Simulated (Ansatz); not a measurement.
This script drives the Python package of Ansatz (0.2.0).

The script reads `ch8alnosi.xyz`:
```text
13

N    -1.31300   -1.02200    1.26850
C     0.04030   -1.22040    0.95550
Al    0.57570   -0.11570   -0.62450
O     1.33190   -0.92140   -2.12350
Si    0.41800    2.22420   -0.54160
H    -1.93530   -1.39130    0.49360
H    -1.56530   -1.49770    2.13620
H     0.25220   -2.27660    0.72750
H     0.67220   -0.90430    1.86810
H     0.45720   -1.09520   -2.65200
H    -0.49240    2.68820   -1.57370
H     1.76260    2.84650   -0.68520
H    -0.18360    2.65100    0.76590
```

`opt_ch8alnosi.py`
```python
"""Minimum-energy structure of CH8AlNOSi."""

import itertools

import ansatz as az
from ase.data import atomic_numbers, covalent_radii
import numpy as np

BASIS = "6-31G*"
XC = "B3LYP"

system = az.Crystal.molecule_from_extxyz("ch8alnosi.xyz")

calculation = system.calculation().basis(gaussian=BASIS).functional(XC)
symbols = [site.symbol for site in system.cartesian_sites]
start = np.array([site.position_ang for site in system.cartesian_sites], dtype=float)
def progress(event):
    if event["event"] == "relax_step":
        row = event["data"]
        print(f"step {row['step']:3d}  E = {row['lagrangian_ev']:.6f} eV  largest force component {row['allowed_force_max_ev_ang']:.4f} eV/A")


r = calculation.relax(force_tolerance=0.02, max_steps=100).session().plan().execute(on_event=progress).report
end = np.array(r["positions_ang"])

print(f"E = {r['free_energy_ev']:.6f} eV = {r['free_energy_ev'] / 27.211386246:.7f} Ha")
print("converged:", r["converged"], " doubts:", r["published_state_doubts"] or "none")

# pairs closer than 1.2 times the sum of covalent radii, before or after
radius = [covalent_radii[atomic_numbers[s]] for s in symbols]
span = lambda where, i, j: np.linalg.norm(where[i] - where[j])
bonded = [(i, j) for i, j in itertools.combinations(range(len(symbols)), 2) if min(span(start, i, j), span(end, i, j)) < 1.2 * (radius[i] + radius[j])]
print("pair        before    after (A)")
for i, j in bonded:
    print(f"{symbols[i]}{i}-{symbols[j]}{j}".ljust(10), f"{span(start, i, j):8.4f} {span(end, i, j):8.4f}")
```

It is started by `python opt_ch8alnosi.py`. Estimate its wall time and peak memory on 1 thread of Arm Neoverse V2, with other jobs on the host.

It took about 100 s, with a peak of 0.29 GiB, for 1 run of the engine.

Running `python opt_ch8alnosi.py` prints:
```text
step   1  E = -19179.112346 eV  largest force component 3.3053 eV/A
step   2  E = -19179.614592 eV  largest force component 1.8160 eV/A
step   3  E = -19179.753845 eV  largest force component 1.1775 eV/A
step   4  E = -19179.825233 eV  largest force component 0.3326 eV/A
step   5  E = -19179.858572 eV  largest force component 1.8902 eV/A
step   6  E = -19179.999293 eV  largest force component 0.2740 eV/A
step   7  E = -19180.021000 eV  largest force component 0.5031 eV/A
step   8  E = -19180.032602 eV  largest force component 0.4386 eV/A
step   9  E = -19180.083731 eV  largest force component 0.4690 eV/A
step  10  E = -19180.140872 eV  largest force component 0.9899 eV/A
step  11  E = -19180.222956 eV  largest force component 1.2672 eV/A
step  12  E = -19180.296215 eV  largest force component 1.1863 eV/A
step  13  E = -19180.336714 eV  largest force component 0.3617 eV/A
step  14  E = -19180.326340 eV  largest force component 0.3408 eV/A
step  15  E = -19180.356003 eV  largest force component 0.1121 eV/A
step  16  E = -19180.356599 eV  largest force component 0.0676 eV/A
step  17  E = -19180.357800 eV  largest force component 0.0560 eV/A
step  18  E = -19180.358502 eV  largest force component 0.0191 eV/A
E = -19180.358794 eV = -704.8651848 Ha
converged: True  doubts: none
pair        before    after (A)
N0-C1        1.4031   1.5458
N0-Al2       2.8235   2.0518
N0-H5        1.0602   1.0174
N0-H6        1.0212   1.0170
C1-Al2       2.0009   1.9537
C1-H7        1.1011   1.0904
C1-H8        1.1541   1.0900
Al2-O3       1.8623   1.7348
Al2-Si4      2.3467   2.4569
O3-H9        1.0366   0.9651
Si4-H10      1.4524   1.4970
Si4-H11      1.4886   1.4950
Si4-H12      1.5012   1.4974
```

Notes:
- Total energies depend on the basis set; only differences at equal settings carry meaning.
- The end point is the stationary point reached from this start; no frequency run checks that it is a minimum, and the basis set is modest.
- b3lyp holds the VWN-RPA fit, as in Gaussian; the form of ORCA and Turbomole is b3lyp5.
- The bonding changed during the relaxation, so the end is another isomer than the start names.
